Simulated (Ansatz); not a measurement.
## CH4SSi, SMILES C[Si]S: the interaction energy of a dimer with the counterpoise correction, step by step

Computed with the Python package of Ansatz (0.2.0).

The cells in order, each with its output:

```python
import ansatz as az

BASIS = 'def2-SVPD'
METHOD = 'mp2'
```

```python
FIRST = [
    ('C', (-0.8688, 0.6167, -0.2348)),
    ('Si', (0.2933, -0.0457, 0.9472)),
    ('S', (1.6148, -1.3325, -0.1234)),
    ('H', (-1.4248, -0.1144, -0.7408)),
    ('H', (-0.4166, 1.2361, -1.0459)),
    ('H', (-1.6243, 1.343, 0.2573)),
    ('H', (2.4267, -1.7033, 0.9401)),
]
SECOND = [
    ('C', (-1.6538, -2.1185, 3.825)),
    ('Si', (-2.2623, -1.4083, 5.3454)),
    ('S', (-1.1457, 0.3741, 5.6982)),
    ('H', (-0.6297, -2.3436, 3.8403)),
    ('H', (-1.787, -1.4804, 2.9189)),
    ('H', (-2.2149, -3.0913, 3.5436)),
    ('H', (-1.7778, 0.7692, 6.8695)),
]

def energy(atoms, ghosts=()):
    molecule = az.Crystal.molecule()
    for symbol, xyz in atoms:
        molecule = molecule.atom(symbol, xyz)
    calc = (
        molecule.calculation()
        .basis(gaussian=BASIS)
        .correlation(METHOD)
    )
    deck = calc.input()
    if ghosts:
        deck = deck.set(az.key.basis.gaussian.ghost_atoms, [{'symbol': s, 'position_ang': list(xyz)} for s, xyz in ghosts])
    return az.Session.from_dict(deck).plan().execute().report['free_energy_ev']
```

```python
both = energy(FIRST + SECOND)
alone = energy(FIRST) + energy(SECOND)
ghosted = energy(FIRST, SECOND) + energy(SECOND, FIRST)
print(f'dimer {both:.6f} eV')
print(f'interaction, uncorrected   {96.485332 * (both - alone):8.3f} kJ/mol')
print(f'interaction, counterpoise  {96.485332 * (both - ghosted):8.3f} kJ/mol')
print(f'basis-set superposition    {96.485332 * (alone - ghosted):8.3f} kJ/mol')
```

    dimer -39553.676746 eV
    interaction, uncorrected     -9.085 kJ/mol
    interaction, counterpoise    -2.301 kJ/mol
    basis-set superposition       6.784 kJ/mol

Uncorrected it is -9.085 kJ/mol, with the counterpoise correction -2.301 kJ/mol; the difference, 6.78 kJ/mol, is the superposition error.

Total energies depend on the basis set; only differences at equal settings carry meaning. The dimer is a generated trial pose of unrelaxed monomers, not a minimum, so the figure is no binding energy, and the basis set is small. Timing: 30 s on 1 thread of Intel(R) Xeon(R) 6975P-C (Granite Rapids) (shared host), peak memory 0.71 GiB.

(Lines on the test bed's own set-up are left out of the output.)
